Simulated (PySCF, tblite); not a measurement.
# C₆H₈NO₃−: infrared bands and NMR shifts

Aim: predict the infrared bands and NMR shifts of C₆H₈NO₃− (`CC(=O)/C=C(\[O-])CC(N)=O`).

Programs: tblite 0.8.0 and PySCF 2.14.0, with density-fitted response routines of our own. Each step states its level of theory. These are calculated values for one molecule in the gas phase, unless marked as measured. Atoms count from 0, in the outputs and in this text.

### Step 1. Starting geometry

18 atoms, charge -1, multiplicity 1; geometry from: GFN2-xTB.

Bonds of the start (Å): C0–C1 1.52, C1–O2 1.24, C1–C3 1.42, C3–C4 1.38, C4–O5 1.26, C4–C6 1.55, C6–C7 1.51, C7–N8 1.35, C7–O9 1.22, C0–H10 1.09, C0–H11 1.09, C0–H12 1.09, C3–H13 1.08, C6–H14 1.09, C6–H15 1.09, N8–H16 1.01, N8–H17 1.04.

### Step 2. Vibrational analysis with GFN2-xTB

Job settings and geometry (Å):

```
{"job": {"kind": "ir", "xc": "GFN2-xTB", "basis": "xTB"}, "charge": -1, "multiplicity": 1}
C     -2.573288     0.949131    -0.789984
C     -2.231718     0.438902     0.601553
O     -3.069386     0.540053     1.509252
C     -0.951379    -0.138100     0.795690
C      0.039101    -0.317759    -0.153088
O     -0.001825     0.000662    -1.370997
C      1.322920    -1.033984     0.347246
C      2.575528    -0.329526    -0.118198
N      2.570680    -0.125263    -1.457458
O      3.499225    -0.016560     0.618833
H     -1.861977     1.717401    -1.084163
H     -2.490125     0.138473    -1.509994
H     -3.584542     1.355054    -0.796820
H     -0.751412    -0.478166     1.803706
H      1.313058    -2.033224    -0.097499
H      1.333249    -1.124469     1.432206
H      3.261318     0.517839    -1.817073
H      1.591812    -0.054146    -1.811512
```

**Question.** This job is followed by: GIAO PBE0/pcSseg-1 NMR shielding, non-relativistic, gas phase. What will the session give for the following? strongest single infrared mode (GFN2-xTB); zero-point energy (GFN2-xTB); 13C shifts against TMS (PBE0/pcSseg-1); 1H shifts against TMS (PBE0/pcSseg-1, means over atoms taken as alike); 17O shifts against H2O (PBE0/pcSseg-1); 15N shifts against NH3 (PBE0/pcSseg-1).

The runs gave:

| quantity | value |
| --- | --- |
| strongest single infrared mode (GFN2-xTB) | 1613 cm⁻¹, 1240 km/mol |
| zero-point energy (GFN2-xTB) | 83.9 kcal/mol |
| 13C shifts against TMS (PBE0/pcSseg-1) | 194.4, 181.6, 179.3, 102.5, 51.0, 34.6 ppm |
| 1H shifts against TMS (PBE0/pcSseg-1, means over atoms taken as alike) | 11.99, 4.76, 3.56, 2.60, 2.11 ppm |
| 17O shifts against H2O (PBE0/pcSseg-1) | 523.2, 413.5, 361.8 ppm |
| 15N shifts against NH3 (PBE0/pcSseg-1) | 123.1 ppm |

**Reading.** No mode is imaginary among the 48: a minimum at this level. The strongest single mode, at 1613 cm⁻¹, is spread over several atoms, C4, C1, C3 among them. GFN2-xTB is a fitted tight-binding method: band positions and strengths are rough. Its intensities can rank the bands wrongly. At PBE0/pcSseg-1: The largest span, 896 ppm, is at O2, where the paramagnetic term is -586 ppm.
